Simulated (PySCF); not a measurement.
# SeBr: bond curves at several levels of theory

An exercise on one series of results from a longer session: the logs are not shown, and one member is left open.

Method: Se cc-pVDZ-PP with ECP10, Br cc-pVDZ-PP with ECP10, scalar-relativistic core potentials; program: PySCF 2.14.0.

Set-up of the first run:

A driver script around PySCF takes these settings:

| Item | Value |
| --- | --- |
| atoms | Se, Br |
| charge | 0 |
| basis | Se cc-pVDZ-PP with ECP10, Br cc-pVDZ-PP with ECP10 |
| Hamiltonian | scalar-relativistic core potentials |
| basis functions | 46 |
| electrons treated | 49 |
| masses in u | 79.9165, 78.9183 |
| levels | PBE0, PBE, r²SCAN, BP86, TPSSh, B97-3, CAM-B3LYP, HF, MP2, SCS-MP2, CCSD, CCSD(T) |
| grid | 80 radial by 434 angular points |
| occupations | held fixed by the projection of orbital angular momentum |
| dissociation limit | Se + Br, each in its ground configuration |
| starting distance in angstrom | 2.230 |
| values of 2S to try | 1, 3 |

Run with:

```console
> OMP_NUM_THREADS=1 python dia.py task.json out
```

Among the steps run: Set-up; The PBE0 curve of the state that the search chose; Higher solutions at PBE0; PBE (GGA); r²SCAN (meta-GGA); BP86 (GGA); TPSSh; B97-3; CAM-B3LYP (range-separated hybrid); UHF (mean field); Correlated methods on the Hartree–Fock reference.

One table of the session follows, with a row left open; its other results are not shown here.

Differences from CCSD(T) in the same basis:

```
    level  Re (mÅ)  ωe (%)
      UHF      -18    +6.6
 UHF-CCSD       -5    +1.4
      PBE       -9    +1.9
     BP86       -2    +0.7
   r²SCAN      -26    +4.8
    TPSSh      -21    +3.7
     PBE0      -34    +6.9
    B97-3      -21    +5.2
CAM-B3LYP        ?       ?
```

Estimate the missing values for CAM-B3LYP.

As computed: Re (mÅ): -26; ωe (%): +6.1.
